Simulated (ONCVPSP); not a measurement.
# An ONCV potential for O, from input to tests

Task: generate the file, and judge it by its errors in other configurations, its logarithmic derivatives, its ghosts and its cutoff.

Method: ONCVPSP 4.0.1.1 (patched build), LDA (Perdew-Wang 92), scalar-relativistic.

### Step 1. Settings

Typed settings, in words:

| Property | Result |
| --- | --- |
| element | oxygen (O, Z = 8) |
| type | optimised norm-conserving Vanderbilt (ONCV) |
| frozen core | [He] |
| valence charge | 6 |
| reference configuration | 2s2 2p4 |
| partial waves | 2s: rc 0.75 bohr, ncon 4, nbas 7, qcut 6.7 1/bohr, 2 projectors, debl 3.6 Ha; 2p: rc 1.65 bohr, ncon 4, nbas 9, qcut 7.3 1/bohr, 2 projectors, debl 1.3 Ha; d scattering state at 0.39 Ha: rc 1.75 bohr, ncon 4, nbas 9, qcut 5.2 1/bohr, 1 projector |
| local potential | polynomial inside 0.65 bohr (lpopt 5, dvloc0 2 Ha) |
| core correction | Teter function, fcfact 4.75, rcfact 1.15 |

### Step 2. The generation run

Contents of O.dat:

```
# ATOM AND REFERENCE CONFIGURATION
# atsym  z   nc   nv     iexc    psfile
  O 8.00    1    2  -001012      upf
#
#   n    l    f
    1    0    2.00
    2    0    2.00
    2    1    4.00
#
# PSEUDOPOTENTIAL AND OPTIMIZATION
# lmax
    2
#
#   l,   rc,      ep,       ncon, nbas, qcut
    0    0.75    0.00    4    7    6.70
    1    1.65    0.00    4    9    7.30
    2    1.75    0.39    4    9    5.20
#
# LOCAL POTENTIAL
# lloc, lpopt,  rc(5),   dvloc0
    4    5    0.65    2.00
#
# VANDERBILT-KLEINMAN-BYLANDER PROJECTORs
# l, nproj, debl
    0    2    3.60
    1    2    1.30
    2    1    1.20
#
# MODEL CORE CHARGE
# icmod, fcfact, rcfact
    3    4.75    1.15
#
# LOG DERIVATIVE ANALYSIS
# epsh1, epsh2, depsh
   -2.00    5.00    0.02
#
# OUTPUT GRID
# rlmax, drl
    6.00    0.01
#
# TEST CONFIGURATIONS
# ncnf
    4
# nvcnf
#   n    l    f
    2
    2    0    2.00
    2    1    3.00
#
    2
    2    0    2.00
    2    1    2.00
#
    2
    2    0    2.00
    2    1    1.00
#
    2
    2    0    1.00
    2    1    5.00
#
```

Started as:

```console
$ oncvpsp.x < O.dat > O.out
```

What does the calculation give? Wanted: cutoffs for 1 and 0.1 mHa per electron, occupied waves; bound ghosts; GHOST(+) flags; largest test error; largest phase difference near zero energy, channels read; rms error of d²Exc/dn², without and with the model core.

**Answer**, as computed:

| quantity | value |
| --- | --- |
| cutoffs for 1 and 0.1 mHa per electron, occupied waves | 152 Ha and 203 Ha |
| bound ghosts | none found |
| GHOST(+) flags | d at 131 eV |
| largest test error (AE − PS) | +1638 meV, for 2s2 2p1 |
| largest phase difference near zero energy, channels read | 0.000 rad |
| rms error of d²Exc/dn², without and with the model core | 2.42 and 1.75 mHa |

What this shows: The worst unpolarised test, 2s2 2p1, is off by 1638 meV on 104.3 eV; by total energies transferability rates as poor. That test lies far up in energy; among those under 40 eV, nearer to bonding, the largest error is 58 meV. By its cutoff, 152 Ha for the looser tolerance, it is very hard. At the looser tolerance the 2s wave is the slowest; 2p needs 21 Ha. No bound ghost shows below the valence levels. Near zero energy the phases of the channels with partial waves agree within 0.001 rad. The program also flags highly localised states, GHOST(+) (d).
